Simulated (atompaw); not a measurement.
# Cl: the cost of one run

Method: atompaw 4.2.0.5, LDA (PW92), scalar-relativistic.

### 1 Starting point

The settings as typed:

- element: chlorine (Cl, Z = 17)
- type: PAW
- frozen core: [Ne]
- valence charge: 7
- reference configuration: 3s1.5 3p5.5
- partial waves: 3s (bound): rc 1.30 bohr; 3s channel at 0.15 Ry: rc 0.95 bohr; 3p (bound): rc 1.30 bohr; 3p channel at 2.55 Ry: rc 1.30 bohr; 3d channel at 0.05 Ry: rc 1.30 bohr; 3d channel at 2.25 Ry: rc 0.95 bohr
- local potential: bessel scheme, radius 1.10 bohr
- core correction: smooth core density matched at 0.85 bohr
- augmentation charge: sinc compensation charge, radius 1.20 bohr; PAW radius 1.30 bohr; waves and projectors: custom rrkj vanderbiltortho

### 2 The generation run

Input file Cl.input:

```
Cl 17
LDA-PW scalarrelativistic loggrid 1500 logderivrange -4 5 226
3 3 0 0 0 0
3 0 1.5
3 1 5.5
0 0 0
c
c
v
c
v
2
1.30 1.20 1.10 0.85
y
0.15
n
y
2.55
n
y
0.05
y
2.25
n
custom rrkj vanderbiltortho sinc
bessel
1.30
0.95
1.30
1.30
1.30
0.95
PWSCFOUT
UPFDX 0.0125d0 UPFXMIN -7.d0 UPFZMESH 17.d0
END
```

Started as:

```console
atompaw < Cl.input > Cl.log
```

**Question.** How long does this run take on 1 thread of Intel Xeon Platinum 8259CL at 2.50GHz, shared host?

About 2.4 s.
